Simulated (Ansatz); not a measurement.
**C3H9Cl2GaSi: a ladder of functionals and wavefunction methods**

How much do the methods differ for C3H9Cl2GaSi? The plan is to run it at one geometry with functionals of several rungs and with coupled cluster, and see how far each lands from CCSD(T) at the basis-set limit for the atomisation energy.

Computed with Ansatz 0.2.0, Gaussian basis. Level: functionals in def2-TZVPP, the program's frozen cores in correlated methods.

The runs, in order: LDA (SPW92), PBE-D4, revPBE-D4, BLYP-D4, r2SCAN-D4, B97M-V, PBE0-D4, B3LYP-D4, r2SCANh-D4, r2SCAN0-D4, HSE06-D4, BHLYP-D4, CAM-B3LYP-D4, LC-ωPBE, ωB97X-V, ωB97M-V, B2PLYP, PBE-QIDH; CCSD(T)/def2-SVP; CCSD(T)/def2-TZVPP; MP2/def2-QZVPP; extrapolation to the limit; RPA on PBE.

## Step 1: The relaxed structure

An earlier PBE0-D4 in a triple-zeta def2 set relaxation fixed the geometry.

SMILES `C[Si](C)(C)[Ga]([Cl])[Cl]`, 16 atoms, charge 0, spin multiplicity 1.

Atoms are counted from 1 here; the program's logs count them from 0.

Bond lengths: C1–Si2 1.874 Å, C1–H8 1.092 Å, C1–H9 1.092 Å, C1–H10 1.094 Å, Si2–C3 1.871 Å, Si2–C4 1.874 Å, Si2–Ga5 2.412 Å, C3–H11 1.092 Å, C3–H12 1.094 Å, C3–H13 1.092 Å, C4–H14 1.092 Å, C4–H15 1.095 Å, C4–H16 1.092 Å, Ga5–Cl6 2.159 Å, Ga5–Cl7 2.156 Å. Angles: Si2–C1–H8 111.7°, Si2–C1–H9 111.3°, Si2–C1–H10 109.8°, H8–C1–H9 108.1°, H8–C1–H10 107.8°, H9–C1–H10 108.0°, C1–Si2–C3 111.4°, C1–Si2–C4 110.5°, C1–Si2–Ga5 107.5°, C3–Si2–C4 111.2°, C3–Si2–Ga5 108.6°, C4–Si2–Ga5 107.4°, Si2–C3–H11 111.3°, Si2–C3–H12 110.1°, Si2–C3–H13 111.4°, H11–C3–H12 108.1°, H11–C3–H13 107.8°, H12–C3–H13 108.0° and more.

## Step 2: LDA

This LDA is Slater exchange with PW92 correlation.

The input, in.yaml:

```yaml
crystal:
  periodic: [false, false, false]
  atoms:
    - {symbol: C, position_ang: [0.434363, 0.864981, 1.635305]}
    - {symbol: Si, position_ang: [0.025870, -0.073323, 0.065935]}
    - {symbol: C, position_ang: [1.416902, -1.225749, -0.421294]}
    - {symbol: C, position_ang: [-1.589094, -1.004095, 0.260750]}
    - {symbol: Ga, position_ang: [-0.282516, 1.549157, -1.691389]}
    - {symbol: Cl, position_ang: [-1.685397, 3.183469, -1.549364]}
    - {symbol: Cl, position_ang: [0.769640, 1.562058, -3.573744]}
    - {symbol: H, position_ang: [1.375747, 1.411749, 1.545410]}
    - {symbol: H, position_ang: [-0.351507, 1.581459, 1.884718]}
    - {symbol: H, position_ang: [0.531676, 0.165278, 2.471278]}
    - {symbol: H, position_ang: [1.191699, -1.748063, -1.353748]}
    - {symbol: H, position_ang: [1.574479, -1.976751, 0.358869]}
    - {symbol: H, position_ang: [2.353829, -0.682169, -0.561591]}
    - {symbol: H, position_ang: [-1.849588, -1.555774, -0.645342]}
    - {symbol: H, position_ang: [-1.503013, -1.725854, 1.079110]}
    - {symbol: H, position_ang: [-2.413080, -0.326392, 0.495106]}
basis:
  gaussian: {orbitals: def2-TZVPP}
hamiltonian: {xc: lda}
output: {orbitals: {seedname: orbitals}}
```

Started as:

```bash
$ ansatz run in.yaml --threads 2 --pin off --events-out ev --progress --plain --max-ram 22528MiB --backend cuda --devices 0, --max-vram 18GiB
```

The runs that follow: PBE-D4 (GGA); revPBE-D4 (GGA); BLYP-D4 (GGA); r2SCAN-D4 (meta-GGA); B97M-V (meta-GGA); B3LYP-D4 (hybrid); r2SCANh-D4 (hybrid); r2SCAN0-D4 (hybrid); HSE06-D4 (hybrid); BHLYP-D4 (hybrid); CAM-B3LYP-D4 (range-separated); LC-ωPBE (range-separated); ωB97X-V (range-separated); ωB97M-V (range-separated); B2PLYP (double hybrid); PBE-QIDH (double hybrid); CCSD(T) in def2-SVP; CCSD(T) in def2-TZVPP; MP2 in def2-QZVPP; RPA on PBE orbitals.

Q: Predict the results of all the runs planned. Wanted: atomisation energy, CCSD(T)/CBS; farthest beyond LDA; mean size of error, GGA; mean size of error, meta-GGA; mean size of error, hybrid; mean size of error, range-separated; mean size of error, double hybrid; gap, smallest and largest; T1 diagnostic.

**Answer**, as computed:

```
                               quantity                                                                                                                      value
        atomisation energy, CCSD(T)/CBS                                                                                                              5770.7 kJ/mol
 functionals within 57.7 kJ/mol (1.0 %)  r2SCAN-D4, B97M-V, PBE0-D4, B3LYP-D4, r2SCANh-D4, r2SCAN0-D4, HSE06-D4, CAM-B3LYP-D4, LC-ωPBE, ωB97X-V, ωB97M-V, PBE-QIDH
                    farthest beyond LDA                                                                                                   BHLYP-D4 (-121.6 kJ/mol)
                mean size of error, GGA                                                                                                                67.4 kJ/mol
           mean size of error, meta-GGA                                                                                                                30.1 kJ/mol
             mean size of error, hybrid                                                                                                                37.0 kJ/mol
    mean size of error, range-separated                                                                                                                15.5 kJ/mol
      mean size of error, double hybrid                                                                                                                43.9 kJ/mol
              gap, smallest and largest                                                                                  4.03 eV (LDA (SPW92)), 10.54 eV (LC-ωPBE)
                          T1 diagnostic                                                                                                                     0.0109
triples share of the correlation energy                                                                                                                      4.0 %
```

**Reading.** The LDA atomisation energy is off by 707.5 kJ/mol (12 %): it overbinds. PBE-D4 misses by +58.6 kJ/mol. Double hybrids carry the basis error of their MP2 part in triple zeta, and no dispersion term here, so their miss is partly the set-up's. The rungs range-separated, meta-GGA, hybrid, double hybrid miss on average by less than the doubt on the reference (57.7 kJ/mol), so they tie. The reference freezes the cores and leaves out relativity and excitations past (T), and its outer-core shells are covered unevenly, so misses under about 57.7 kJ/mol can't be ranked. Hartree-Fock recovers 76 % of the binding; the rest is correlation. CCSD(T) in def2-SVP is off by -301.7 kJ/mol, which most functionals beat. Orbital gaps span 4.0 to 10.5 eV; exact exchange widens them. Correlated methods include outer-core shells of Ga, which these sets cover unevenly.
